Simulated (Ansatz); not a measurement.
# Zn4Ga: one candidate of a structure search

Aim: relax a trial structure of Zn4Ga and see where it ends.

Method: DFT PBE, scalar-relativistic, plane waves, PAW, in Ansatz 0.2.0.

1 further run of the same task is left out (it didn't finish).

**1. The system as given**

It takes space group Im-3m (No. 229, cubic). The conventional cell has a = 5.379 Å, b = 5.379 Å, c = 5.379 Å, α = 90.00°, β = 90.00°, γ = 90.00°. Zn (site symmetry -3m) has 2 Ga at 2.33 Å as nearest neighbours. Around Ga (site symmetry m-3m) lie 8 Zn at 2.33 Å.

Coordinates:

```
CELL_PARAMETERS angstrom
-2.68946 2.68946 2.68946
2.68946 -2.68946 2.68946
2.68946 2.68946 -2.68946
ATOMIC_POSITIONS crystal
Zn 0.00000 0.00000 0.50000
Zn 0.50000 0.00000 0.00000
Zn 0.00000 0.50000 0.00000
Zn 0.50000 0.50000 0.50000
Ga 0.00000 0.00000 0.00000
```

A structure generator made this guess: species swapped into a database cell of Hg4Pt (Im-3m, No. 229), with Zn on the Hg sites and Ga on the Pt sites. Lengths come from tabulated atomic sizes and are only a guess.

**2. A first look at the guess**

The input, input.yaml:

```yaml
crystal:
  lattice:
    - [-2.68946183, 2.68946183, 2.68946183]
    - [2.68946183, -2.68946183, 2.68946183]
    - [2.68946183, 2.68946183, -2.68946183]
  atoms:
    - { symbol: Zn, position: [0.0, 0.0, 0.5] }
    - { symbol: Zn, position: [0.5, 0.0, 0.0] }
    - { symbol: Zn, position: [0.0, 0.5, 0.0] }
    - { symbol: Zn, position: [0.5, 0.5, 0.5] }
    - { symbol: Ga, position: [0.0, 0.0, 0.0] }
basis:
  ecutwfc: 420
kpoints:
  mp_grid: { grid: [4, 4, 4] }
hamiltonian:
  xc: pbe
scf:
  occupations: { method: gaussian, width: 0.1 }
  lower_state_search: "off"
output:
  forces: true
  stress: true
  eigenvalues: true
```

Started as:

```sh
$ ansatz run input.yaml --threads 1 --pin off --max-ram 2048MiB --backend cpu --events-out ev --progress --plain --runs-dir out
```

The session goes on with these runs: coarse relaxation; final relaxation.

Q: Predict the outcome of this session. Wanted: conventional cell; volume; energy over the elements; gap on the mesh.

**Answer**, as computed:

| quantity | value |
| --- | --- |
| symmetry at the end (tolerance 0.05 Å) | space group Im-3m (No. 229) |
| conventional cell | a = 5.818 Å, b = 5.818 Å, c = 5.818 Å, α = 90.00°, β = 90.00°, γ = 90.00° |
| volume | 19.70 Å³/atom |
| energy over the elements | +0.24 eV/atom |
| gap on the mesh | none (metal) |

What this shows: The space group Im-3m (No. 229) is kept, and the volume per atom grows by 26.6 % from the first guess. With a positive formation energy it can't be a ground state. No finished test with a distortion of lower symmetry is shown, so the end may be a saddle point.
